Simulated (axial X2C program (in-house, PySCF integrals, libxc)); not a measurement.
# CdB: from the state search to constants

Aim: find the lowest determinant of CdB, scan the bond at several levels and fit the constants, once spin-free and once with spin–orbit coupling.

The runs use an in-house X2C program for linear molecules on PySCF integrals; all-electron X2C, Cd dyall-v3z, B dyall-v3z.

All values are calculated.

**1. Input**

Input file task.json:

```json
{"zs": [48, 5], "q": 0, "bas": ["dyall-v3z", "dyall-v3z"], "levels": ["PBE0", "HF", "BP86", "TPSSh"], "cc": false, "r0": 2.21, "npts": 10, "nst": 2, "ntry": 6}
```

Keys: zs atomic numbers; q charge; bas basis sets; levels methods (HF also brings MP2); cc coupled cluster on or off; r0 starting distance in Å; npts points asked for on the curve; nst determinants followed; ntry starts of the search.

Launch:

```
> python so2c.py task.json out
```

Spin-free means the one-electron spin-free X2C Hamiltonian; two-component (2c) means X2C with spin–orbit coupling and atomic mean-field two-electron Coulomb and Gaunt terms. Basis: Cd dyall-v3z contracted to [12s12p8d3f2g], B dyall-v3z contracted to [7s6p2d1f]; Gaussian nuclei, density fitting. Masses: Cd 113.903 u, B 11.009 u.

Notation: σ, π±, δ± give the projection m of an orbital's angular momentum (0, ±1, ±2), α and β its spin, Λ and M_S the sums; ω is the projection of a spinor's total angular momentum and Ω the sum. Logs are in hartree.

The results follow Hamiltonian by Hamiltonian and level by level.

**2. Search for the lowest determinant**

PBE0 moves the distance from 2.210 Å to 2.415 Å and compares determinants there.

Spin-free determinants:

```json
{"ΔE (eV)": "0.00", "state": "M_S = 1/2, Λ = 1", "open shells": "beyond closed shells: π+α"}
{"ΔE (eV)": "0.47", "state": "M_S = 1/2, Λ = 0", "open shells": "beyond closed shells: σα"}
{"ΔE (eV)": "1.51", "state": "M_S = 3/2, Λ = 1", "open shells": "beyond closed shells: 2 × σα, π+α"}
{"ΔE (eV)": "1.54", "state": "M_S = 3/2, Λ = 0", "open shells": "beyond closed shells: σα, π+α, π-α"}
{"ΔE (eV)": "2.04", "state": "M_S = 1/2, Λ = 1", "open shells": "beyond closed shells: 2 × σα, π+β"}
{"ΔE (eV)": "2.23", "state": "M_S = 1/2, Λ = 0", "open shells": "beyond closed shells: σβ, π+α, π-α"}
{"ΔE (eV)": "2.70", "state": "M_S = 1/2, Λ = 2", "open shells": "beyond closed shells: σα, π+α, π+β"}
```

Two-component determinants:

```json
{"ΔE (eV)": "0.00", "state": "Ω = 1/2", "open shells": "excess of +ω over −ω: ω = 1/2"}
{"ΔE (eV)": "0.02", "state": "Ω = 3/2", "open shells": "excess of +ω over −ω: ω = 3/2"}
{"ΔE (eV)": "1.53", "state": "Ω = 5/2", "open shells": "excess of +ω over −ω: 2 × ω = 1/2, ω = 3/2"}
{"ΔE (eV)": "2.03", "state": "Ω = 3/2", "open shells": "excess of +ω over −ω: 3 × ω = 1/2"}
{"ΔE (eV)": "2.06", "state": "Ω = 1/2", "open shells": "excess of +ω over −ω: 2 × ω = -1/2, ω = 3/2"}
```

**3. PBE0, spin-free**

State followed: M_S = 1/2, Λ = 1 (beyond closed shells: π+α). The scan is laid around 2.415 Å, a first estimate of the minimum, and this SCF restarts from the orbitals of the search.

The SCF at the reference distance of 2.415 Å:

```text
spin-free X2C-1e  PBE0
basis functions 169  fitting functions 915  grid points 5081
iter        total energy     max residual
   1      -5618.341597737     3.49e-05
   2      -5618.341597763     3.17e-05
   3      -5618.341597776     1.74e-05
   4      -5618.341597778     1.05e-05
converged
one-electron -7844.37925503  Coulomb 2332.96744350  exact exchange -39.26686179  xc functional -120.25196405  nuclear repulsion 52.58903959
```

Along the bond, energies from the lowest point:

```
R (Å)  E (eV)  μ (D)  HOMO (eV)  LUMO (eV)  iterations
2.101  0.2235  -2.00      -5.16      -3.01          43
2.198  0.0887  -2.01      -5.09      -2.93          26
2.270  0.0336  -2.00      -5.05      -2.87          22
2.343  0.0065  -1.98      -5.01      -2.82          19
2.415  0.0000  -1.95      -4.98      -2.78           4
2.499  0.0105  -1.90      -4.96      -2.73          16
2.584  0.0337  -1.84      -4.95      -2.70          15
2.693  0.0742  -1.76      -4.94      -2.66          15
2.825  0.1302  -1.63      -4.95      -2.63          15
3.019  0.2101  -1.43      -4.98      -2.61          13
```

Dipoles are positive if B is the positive end.

Outer orbitals at the reference distance:

```tsv
symmetry	occupied	ε (eV)	atomic character
σα	yes	-14.97	94% Cd d, 4% B s
σβ	yes	-14.93	96% Cd d, 2% B s
π+α	yes	-14.72	99% Cd d
π-α	yes	-14.69	99% Cd d
π-β	yes	-14.69	99% Cd d
π+β	yes	-14.69	99% Cd d
δ+α	yes	-14.65	100% Cd d
δ-β	yes	-14.65	100% Cd d
δ+β	yes	-14.65	100% Cd d
δ-α	yes	-14.65	100% Cd d
σα	yes	-11.33	67% B s, 15% Cd s, 9% Cd p
σβ	yes	-10.19	62% B s, 21% Cd s, 9% Cd p
σα	yes	-6.61	50% Cd s, 34% B p, 10% B s
σβ	yes	-6.30	49% Cd s, 25% B p, 14% B s
π+α	yes	-4.98	87% B p, 10% Cd p, 2% Cd d
π-α	no	-2.78	78% B p, 19% Cd p
σα	no	-2.50	46% B p, 32% Cd p, 19% Cd s
σβ	no	-2.25	52% B p, 31% Cd p, 13% Cd s
π+β	no	-1.92	61% B p, 38% Cd p
```

PBE0 fields in the half plane through the axis: z from -2.4 to 4.8 Å across, distance from the axis 0.15 to 2.25 Å upwards; Cd lies at z = 0 and B at z = 2.415 Å; the ELF is damped to zero where the density is low.

log10 density (e/bohr³). Ten even steps from ' ' (-4.55 ) to '@' (1.80 ):
```
    ......::::::::::::::::::::::::::::......      
  ....::::::::------::::::::::::::::::::::....    
....::::::----------------------------::::::....  
..::::::----==========--------======------::::....
..::::----====++++++====================----::....
::::----====++******++========++++++====----::::..
::::----==++**######**++====++++++++++====--::::..
::::--====++##%%@@%%##++++++++**%%**++====----::..
```

ELF. Ten even steps from ' ' (0.00 ) to '@' (1.00 ):
```
        ..::----::::..          ........          
    ..::--====------::..    ..::--====--..        
  ..--====----------::::....::++**####**==::      
  ::====----::::::::::::::::==##%%%%%%##**==..    
..====----::::::::::::::::==**%%@@@@@@%%##**--    
::====--::::--==++==::::::++##%%%%@@@@@@%%##==..  
--====::::::++######++::::**##::  --%%@@%%##++..  
--==--::::--**::##::**::::**++  @@..++@@%%##++::  
```

Re = 2.407 Å, ωe = 278.4 cm⁻¹, ωexe = 4.64 cm⁻¹, Be = 0.2898 cm⁻¹, De = 0.389 eV, μ = -1.95 D.

**4. HF, spin-free**

The SCF at the reference distance of 2.415 Å:

```text
spin-free X2C-1e  HF
basis functions 169  fitting functions 915  grid points 5081
iter        total energy     max residual
   1      -5615.890219098     5.03e-01
   2      -5615.915578851     8.12e-03
   3      -5615.917330164     2.23e-02
   4      -5615.918323388     1.58e-02
   5      -5615.919898731     7.97e-03
   6      -5615.921322603     2.72e-02
   7      -5615.923939715     2.83e-02
   8      -5615.927314064     2.12e-02
   9      -5615.927836109     2.61e-03
  10      -5615.928041888     6.28e-03
  11      -5615.928070166     1.30e-03
  12      -5615.928075939     6.75e-04
  13      -5615.928077778     6.46e-04
  14      -5615.928078482     1.24e-04
  15      -5615.928078655     7.87e-05
  16      -5615.928078678     4.13e-05
  17      -5615.928078680     5.90e-06
  18      -5615.928078680     1.61e-06
converged
one-electron -7844.07905656  Coulomb 2332.79638106  exact exchange -157.23444278  xc functional 0.00000000  nuclear repulsion 52.58903959
```

Re = 2.446 Å, ωe = 256.5 cm⁻¹, ωexe = 17.6 cm⁻¹, Be = 0.2806 cm⁻¹, De = -0.103 eV, μ = -1.68 D. ⟨S²⟩ = 1.38 against 0.75 for a pure state, so this determinant mixes spins.

**5. BP86, spin-free**

The SCF at the reference distance of 2.415 Å:

```text
spin-free X2C-1e  BP86
basis functions 169  fitting functions 915  grid points 5081
iter        total energy     max residual
   1      -5619.382049566     2.30e-01
   2      -5619.386016953     7.56e-03
   3      -5619.386416011     1.43e-02
   4      -5619.386509163     1.21e-03
   5      -5619.386519662     1.37e-03
   6      -5619.386528783     6.16e-04
   7      -5619.386532504     7.01e-04
   8      -5619.386533364     2.36e-04
   9      -5619.386533444     7.10e-05
  10      -5619.386533447     1.02e-05
converged
one-electron -7843.99564132  Coulomb 2332.55650799  exact exchange 0.00000000  xc functional -160.53643971  nuclear repulsion 52.58903959
```

Re = 2.365 Å, ωe = 302 cm⁻¹, ωexe = 4.24 cm⁻¹, Be = 0.3003 cm⁻¹, De = 0.455 eV, μ = -1.79 D.

**6. TPSSh, spin-free**

Output at 2.415 Å:

```text
spin-free X2C-1e  TPSSh
basis functions 169  fitting functions 915  grid points 5081
iter        total energy     max residual
   1      -5618.497183897     2.05e-01
   2      -5618.498277649     5.20e-03
   3      -5618.498535776     2.28e-02
   4      -5618.498555890     2.03e-03
   5      -5618.498602074     8.12e-03
   6      -5618.498609275     1.96e-03
   7      -5618.498611088     9.55e-04
   8      -5618.498612951     9.66e-04
   9      -5618.498613527     4.35e-04
  10      -5618.498613617     2.23e-05
  11      -5618.498613622     2.15e-05
  12      -5618.498613622     2.91e-06
converged
one-electron -7843.75472972  Coulomb 2332.32598686  exact exchange -15.70463599  xc functional -143.95427436  nuclear repulsion 52.58903959
```

Re = 2.393 Å, ωe = 288.7 cm⁻¹, ωexe = 4.15 cm⁻¹, Be = 0.2932 cm⁻¹, De = 0.283 eV, μ = -2.03 D.

**7. MP2, spin-free**

Correlated methods: 15 electrons correlated (frozen shells, counted by type: Cd 4 s, 3 p, 1 d; B 1 s), 239 virtual spinors in MP2.

MP2: No constants are quoted: the lowest point is the long end of the scan.

**8. A higher determinant, spin-free**

State: M_S = 1/2, Λ = 0 (beyond closed shells: σα).

Output at the reference distance:

```text
spin-free X2C-1e  PBE0
basis functions 169  fitting functions 915  grid points 5081
iter        total energy     max residual
   1      -5618.324284075     2.74e-05
   2      -5618.324284091     1.41e-05
   3      -5618.324284096     1.05e-05
converged
one-electron -7845.01692862  Coulomb 2333.63975733  exact exchange -39.27341326  xc functional -120.26273914  nuclear repulsion 52.58903959
```

```
R (Å)  E above the lowest PBE0 point (eV)
2.101                               1.036
2.198                               0.778
2.270                               0.642
2.343                               0.542
2.415                               0.471
2.499                               0.414
2.584                               0.378
2.693                               0.352
2.825                               0.337
```

No constants are quoted: the lowest point is the long end of the scan.

**9. The spin-free curves together**

Energy (eV) of the followed determinant, spin-free, from each level's lowest point:

```
R (Å)   PBE0     HF  MP2 (spin-contaminated)   BP86  TPSSh
2.101  0.224  0.317                    0.535  0.178  0.210
2.198  0.089  0.134                    0.409  0.060  0.080
2.270  0.034  0.057                    0.355  0.017  0.028
2.343  0.007  0.016                    0.323  0.000  0.004
2.415  0.000  0.000                    0.302  0.003  0.000
2.499  0.010  0.002                    0.282  0.024  0.014
2.584  0.034  0.014                    0.258  0.057  0.041
2.693  0.074  0.033                    0.210  0.109  0.087
2.825  0.130  0.047                    0.128  0.179  0.150
3.019  0.210  0.043                    0.000  0.276  0.241
```

**10. PBE0, 2c**

State followed: Ω = 1/2 (excess of +ω over −ω: ω = 1/2). The scan is laid around 2.415 Å, a first estimate of the minimum, and this SCF restarts from the orbitals of the search.

Output at 2.415 Å:

```text
two-component X2C + atomic mean field  PBE0
basis functions 169  fitting functions 915  grid points 5081
iter        total energy     max residual
   1      -5616.000345113     5.71e-05
   2      -5616.000345124     5.25e-05
   3      -5616.000345157     6.96e-06
   4      -5616.000345158     7.79e-06
converged
one-electron -7837.79736657  Coulomb 2331.68037661  exact exchange -39.24326239  xc functional -120.18305644  nuclear repulsion 52.58903959  atomic mean-field constant -3.04607595
```

Along the bond, energies from the lowest point:

```
R (Å)  E (eV)  μ (D)  HOMO (eV)  LUMO (eV)  iterations
2.101  0.2123  -1.99      -5.18      -2.99          50
2.198  0.0817  -1.99      -5.11      -2.91          29
2.270  0.0292  -1.98      -5.06      -2.86          24
2.343  0.0045  -1.96      -5.02      -2.81          20
2.415  0.0000  -1.93      -5.00      -2.76           4
2.499  0.0125  -1.89      -4.97      -2.72          16
2.584  0.0374  -1.83      -4.96      -2.69          15
2.693  0.0796  -1.75      -4.95      -2.65          15
2.825  0.1372  -1.62      -4.95      -2.62          15
3.019  0.2186  -1.43      -4.98      -2.61          14
```

Dipoles are positive if B is the positive end.

Outer spinors at the reference distance:

| ω | occupied | ε (eV) | atomic character | λ mixture |
| --- | --- | --- | --- | --- |
| -1/2 | yes | -15.23 | 96% Cd d, 2% B s | 61% σ, 39% π |
| 1/2 | yes | -15.22 | 98% Cd d | 56% σ, 44% π |
| 3/2 | yes | -15.07 | 100% Cd d | 78% δ, 22% π |
| -3/2 | yes | -15.07 | 100% Cd d | 78% δ, 22% π |
| -1/2 | yes | -14.58 | 96% Cd d, 2% B s | 61% π, 39% σ |
| 1/2 | yes | -14.57 | 97% Cd d | 56% π, 44% σ |
| 3/2 | yes | -14.41 | 100% Cd d | 78% π, 22% δ |
| -3/2 | yes | -14.41 | 100% Cd d | 78% π, 22% δ |
| -5/2 | yes | -14.38 | 100% Cd d | 100% δ |
| 5/2 | yes | -14.38 | 100% Cd d | 100% δ |
| -1/2 | yes | -11.33 | 67% B s, 15% Cd s, 9% Cd p | 100% σ |
| 1/2 | yes | -10.20 | 63% B s, 21% Cd s, 9% Cd p | 100% σ |
| -1/2 | yes | -6.61 | 50% Cd s, 34% B p, 10% B s | 100% σ |
| 1/2 | yes | -6.30 | 49% Cd s, 25% B p, 14% B s | 100% σ |
| 1/2 | yes | -5.00 | 86% B p, 11% Cd p, 2% Cd d | 100% π |
| -3/2 | no | -2.76 | 79% B p, 18% Cd p | 100% π |
| -1/2 | no | -2.50 | 45% B p, 32% Cd p, 19% Cd s | 99% σ, 1% π |
| 1/2 | no | -2.26 | 52% B p, 31% Cd p, 13% Cd s | 100% σ |
| -1/2 | no | -1.95 | 60% B p, 38% Cd p | 99% π, 1% σ |

PBE0 fields in the half plane through the axis: z from -2.4 to 4.8 Å across, distance from the axis 0.15 to 2.25 Å upwards; Cd lies at z = 0 and B at z = 2.415 Å; the ELF is damped to zero where the density is low.

log10 density (e/bohr³). Ten even steps from ' ' (-4.55 ) to '@' (1.80 ):
```
    ......::::::::::::::::::::::::::::......      
  ....::::::::------::::::::::::::::::::::....    
....::::::----------------------------::::::....  
..::::::----==========--------======------::::....
..::::----====++++++====================----::....
::::----====++******++========++++++====----::::..
::::----==++**######**++====++++++++++====--::::..
::::--====++##%%@@%%##++++++++**%%**++====----::..
```

ELF. Ten even steps from ' ' (0.00 ) to '@' (1.00 ):
```
        ..::----::::..          ......            
    ..::--====------::..    ..::--====--..        
  ..--====----------::::....::==**####**==::      
  ::====----::::::::::::::::==##%%%%%%##**==..    
..====----::::::::::::::::==**%%@@@@@@%%##**--    
::====--::::--==++==::::::++##%%%%@@@@@@%%##==..  
--==--::::::++######++::::**##::  --%%@@%%##++::  
--==--::::--**::##::**::::**++  @@..++@@%%##++::  
```

Re = 2.398 Å, ωe = 282.2 cm⁻¹, ωexe = 4.67 cm⁻¹, Be = 0.2921 cm⁻¹, De = 0.400 eV, μ = -1.94 D.

**11. HF, 2c**

Output at 2.415 Å:

```text
two-component X2C + atomic mean field  HF
basis functions 169  fitting functions 915  grid points 5081
iter        total energy     max residual
   1      -5613.547075888     5.04e-01
   2      -5613.572518280     8.10e-03
   3      -5613.574308462     2.26e-02
   4      -5613.575328535     1.62e-02
   5      -5613.576914005     7.93e-03
   6      -5613.578425511     2.64e-02
   7      -5613.581042794     2.88e-02
   8      -5613.584186778     2.02e-02
   9      -5613.584800093     5.02e-03
  10      -5613.585051230     2.99e-03
  11      -5613.585122395     7.12e-04
  12      -5613.585130962     3.64e-04
  13      -5613.585134987     3.65e-04
  14      -5613.585136592     2.19e-04
  15      -5613.585137215     1.04e-04
  16      -5613.585137517     1.09e-04
  17      -5613.585137806     1.09e-04
  18      -5613.585138342     1.01e-04
  19      -5613.585139193     1.12e-04
  20      -5613.585140164     9.56e-05
  21      -5613.585140771     6.53e-05
  22      -5613.585140981     4.07e-05
  23      -5613.585141044     2.38e-05
  24      -5613.585141073     1.15e-05
  25      -5613.585141083     5.61e-06
  26      -5613.585141084     1.67e-06
converged
one-electron -7837.49599420  Coulomb 2331.50779081  exact exchange -157.13990133  xc functional 0.00000000  nuclear repulsion 52.58903959  atomic mean-field constant -3.04607595
```

No constants are quoted: the solution changes its character somewhere along the scan, so the fit is set aside.

**12. BP86, 2c**

Output at 2.415 Å:

```text
two-component X2C + atomic mean field  BP86
basis functions 169  fitting functions 915  grid points 5081
iter        total energy     max residual
   1      -5617.041042251     2.30e-01
   2      -5617.045029598     7.58e-03
   3      -5617.045431734     1.44e-02
   4      -5617.045523952     1.36e-03
   5      -5617.045536122     1.60e-03
   6      -5617.045545626     6.07e-04
   7      -5617.045549428     7.99e-04
   8      -5617.045550344     2.59e-04
   9      -5617.045550425     8.09e-05
  10      -5617.045550431     1.59e-05
converged
one-electron -7837.41621181  Coulomb 2331.27184388  exact exchange 0.00000000  xc functional -160.44414615  nuclear repulsion 52.58903959  atomic mean-field constant -3.04607595
```

Re = 2.355 Å, ωe = 306 cm⁻¹, ωexe = 4.24 cm⁻¹, Be = 0.3027 cm⁻¹, De = 0.472 eV, μ = -1.77 D.

**13. TPSSh, 2c**

The SCF at the reference distance of 2.415 Å:

```text
two-component X2C + atomic mean field  TPSSh
basis functions 169  fitting functions 915  grid points 5081
iter        total energy     max residual
   1      -5616.154038622     2.04e-01
   2      -5616.155140534     5.23e-03
   3      -5616.155402126     2.30e-02
   4      -5616.155421732     2.06e-03
   5      -5616.155470255     8.12e-03
   6      -5616.155477602     1.95e-03
   7      -5616.155479596     1.06e-03
   8      -5616.155481683     9.41e-04
   9      -5616.155482205     3.52e-04
  10      -5616.155482298     2.17e-05
  11      -5616.155482308     1.43e-05
  12      -5616.155482314     1.55e-05
converged
one-electron -7837.17018914  Coulomb 2331.03613846  exact exchange -15.69517675  xc functional -143.86921853  nuclear repulsion 52.58903959  atomic mean-field constant -3.04607595
```

Re = 2.384 Å, ωe = 292.4 cm⁻¹, ωexe = 4.17 cm⁻¹, Be = 0.2954 cm⁻¹, De = 0.296 eV, μ = -2.02 D.

**14. Correlated methods, 2c**

Correlated methods: 15 electrons correlated (frozen shells, counted by type: Cd 4 s, 3 p, 1 d; B 1 s), 239 virtual spinors in MP2.

MP2: No constants are quoted: the lowest point is the long end of the scan.

**15. A higher determinant, 2c**

State: Ω = 3/2 (excess of +ω over −ω: ω = 3/2).

Output at the reference distance:

```text
two-component X2C + atomic mean field  PBE0
basis functions 169  fitting functions 915  grid points 5081
iter        total energy     max residual
   1      -5615.999554020     2.51e-05
   2      -5615.999554022     1.48e-05
converged
one-electron -7837.77971713  Coulomb 2331.66441268  exact exchange -39.24362988  xc functional -120.18358333  nuclear repulsion 52.58903959  atomic mean-field constant -3.04607595
```

```
R (Å)  E above the lowest PBE0 point (eV)
2.101                               0.255
2.198                               0.117
2.270                               0.059
2.343                               0.030
2.415                               0.022
2.499                               0.030
2.584                               0.052
2.693                               0.091
2.825                               0.145
```

Re = 2.416 Å, ωe = 275.0 cm⁻¹, ωexe = 4.62 cm⁻¹, Be = 0.2878 cm⁻¹, μ = -1.96 D. Te = 0.02 eV.

**16. The 2c curves together**

Energy (eV) of the followed determinant, 2c, from each level's lowest point:

```
R (Å)   PBE0  HF (jumps)  MP2 (its reference jumps)   BP86  TPSSh
2.101  0.212       0.311                      0.444  0.168  0.199
2.198  0.082       0.131                      0.320  0.055  0.073
2.270  0.029       0.055                      0.269  0.014  0.023
2.343  0.004       0.015                      0.238  0.000  0.002
2.415  0.000       0.000                      0.219  0.005  0.000
2.499  0.012       0.002                      0.201  0.028  0.016
2.584  0.037       0.015                      0.179  0.063  0.045
2.693  0.080       0.032                      0.136  0.118  0.093
2.825  0.137       0.037                      0.066  0.189  0.158
3.019  0.219       0.016                      0.000  0.288  0.251
```

Time for the job: 4.3 min (1 thread of Arm Neoverse N1, shared host); peak memory 0.33 GiB.

**17. Results**

Lowest determinant that the search found at its distance, spin-free: M_S = 1/2, Λ = 1 (beyond closed shells: π+α).

Lowest determinant that the search found at its distance, 2c: Ω = 1/2 (excess of +ω over −ω: ω = 1/2).

```csv
Hamiltonian,level,Re (Å),ωe (cm⁻¹),De (eV),μ (D)
spin-free,PBE0,2.407,278.4,0.389,-1.95
spin-free,HF,2.446,256.5,-0.103,-1.68
spin-free,BP86,2.365,302,0.455,-1.79
spin-free,TPSSh,2.393,288.7,0.283,-2.03
2c,PBE0,2.398,282.2,0.400,-1.94
2c,BP86,2.355,306,0.472,-1.77
2c,TPSSh,2.384,292.4,0.296,-2.02
```

Dipoles are positive if B is the positive end. No constants: spin-free MP2 (the lowest point is the long end of the scan); 2c HF (the solution changes its character somewhere along the scan, so the fit is set aside); 2c MP2 (the lowest point is the long end of the scan). Spin-free ⟨S²⟩ is off its pure value at HF 1.38.

Time per point (s) on 1 thread of Arm Neoverse N1, shared host (2c runs); the times are rough: PBE0 2.1, BP86 1.1, TPSSh 3.4.

In words: At PBE0, going from spin-free to two-component changes Re by -9 mÅ, ωe by +1.4 %, which is small (part of it comes from the scalar share of the two-electron terms). De moves by +0.01 eV; both De rest on single-determinant atoms, which can miss part of an open shell's spin–orbit lowering. De is negative at HF: there the minimum lies above the ground-state fragments.

De refers to Cd + B, each in the lowest determinant found, which need not be this curve's own limit. The state is a single determinant with fixed occupations, the lowest that a limited PBE0 search found. De is counted from the lowest determinant-based energies of the atoms at the same level, without counterpoise correction. Density functionals use the spin component along the axis (collinear). The meta-GGAs lack a current-density term, which matters for open shells with orbital currents, atoms included. The spin-free determinant is spin-contaminated at some levels.
